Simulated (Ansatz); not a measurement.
The first iterations of a band of a periodic cell of 39 atoms, Al₁₆NO₂₂ (host Al2O3, host structure R-3c, dopant N, one O atom removed), cell charge +1.

These are results of DFT PBE-D3(BJ), scalar-relativistic, plane waves, PAW (Ansatz 0.2.0), not measurements. Settings: PAW set soft_1, cutoff 420 eV, k mesh 2x2x2, gaussian smearing 0.05 eV, no spin polarisation.

```yaml
movable_images: 3
climbing_image: yes
spring: 0.1 eV/Å²
optimiser: fire
start_path: default
force_threshold: 0.05 eV/Å
iteration_limit: 50
end_points: relaxed
```

First end point:

```xyz
39
Lattice="-4.8050 -2.7742 4.3721 4.8050 -2.7742 4.3721 0.0000 5.5484 4.3721" Properties=species:S:1:pos:R:3
Al -0.036 -0.004 1.941
Al -0.027 -0.009 4.604
Al -0.124 -0.056 8.417
Al -0.110 -0.010 11.256
O 0.921 1.327 7.737
O -0.773 1.481 5.488
O 0.769 -1.500 7.615
O -1.736 0.037 7.661
O 1.666 -0.097 5.447
O -0.936 -1.404 5.442
Al 0.018 -2.772 6.296
Al 0.024 -2.742 9.017
Al -0.006 2.763 4.127
Al 0.010 2.748 6.825
O -3.847 1.403 7.672
N -0.548 -1.189 9.856
O 0.716 1.268 3.279
O 3.107 0.132 7.700
O -3.107 -0.137 5.442
O 3.873 -1.379 5.456
Al -2.341 1.201 6.435
Al -2.422 1.394 9.060
Al 2.382 -1.306 4.133
Al 2.411 -1.380 6.799
O -1.452 -2.773 7.642
O -3.162 -2.667 5.467
O 3.070 2.751 7.627
O 0.716 -1.277 3.270
O -0.718 1.318 9.812
O 1.438 2.759 5.483
Al 2.492 1.386 6.182
Al 2.481 1.566 8.838
Al -2.398 -1.397 4.091
Al -2.429 -1.469 6.776
O -1.478 -0.001 3.266
O 1.678 -2.664 5.450
O -1.706 2.635 7.578
O 0.771 -4.100 7.572
O -0.779 4.049 5.435
```

Last end point:

```xyz
39
Lattice="-4.8050 -2.7742 4.3721 4.8050 -2.7742 4.3721 0.0000 5.5484 4.3721" Properties=species:S:1:pos:R:3
Al 0.017 0.017 1.947
Al 0.018 0.028 4.609
Al 0.060 0.089 8.411
Al 0.106 0.078 11.250
O 0.883 1.489 7.668
O -0.746 1.504 5.466
O 0.704 -1.517 7.622
O -1.644 0.056 7.723
O 1.684 -0.077 5.487
O -0.919 -1.370 5.456
Al 0.000 -2.755 6.235
Al 0.126 -2.921 8.860
Al -0.015 2.769 4.123
Al -0.064 2.831 6.790
O -3.895 1.357 7.680
N 1.300 -0.122 9.810
O 0.736 1.278 3.285
O 3.133 0.148 7.595
O -3.137 -0.152 5.481
O 3.905 -1.365 5.435
Al -2.447 1.382 6.277
Al -2.418 1.371 8.999
Al 2.416 -1.410 4.098
Al 2.411 -1.389 6.796
O -1.434 -2.755 7.717
O -3.125 -2.667 5.480
O 3.191 2.639 7.558
O 0.744 -1.260 3.281
O -0.787 1.280 9.856
O 1.464 2.761 5.473
Al 2.204 1.408 6.457
Al 2.355 1.308 9.112
Al -2.322 -1.406 4.147
Al -2.400 -1.397 6.832
O -1.460 0.012 3.271
O 1.693 -2.641 5.439
O -1.682 2.644 7.653
O 0.832 -4.027 7.633
O -0.753 4.056 5.476
```

| iteration | highest image above the first end (eV) | largest band force component (eV/Å) |
| --- | --- | --- |
| 1 | 3.278 | 6.488 |
| 2 | 1.984 | 1.927 |
| 3 | 1.606 | 1.945 |
| 4 | 1.504 | 1.682 |
| 5 | 1.351 | 1.173 |
| 6 | 1.218 | 0.757 |
| 7 | 1.156 | 0.803 |
| 8 | 1.148 | 1.403 |
| 9 | 1.139 | 1.347 |
| 10 | 1.124 | 1.239 |
| 11 | 1.103 | 1.084 |
| 12 | 1.081 | 0.893 |

**Question.** Does the band converge within its limit, and where does its top end?

**Answer.** The run converged. It ended after 36 iterations with the highest image 0.913 eV above the first end. The order of the stationary point at the top wasn't checked. Limits of this set-up: charged cell in a uniform background, uncorrected.

Run time: 15 min on 2 threads of Intel(R) Xeon(R) Platinum 8488C (Sapphire Rapids) (shared host), peak memory 1.6 GiB.
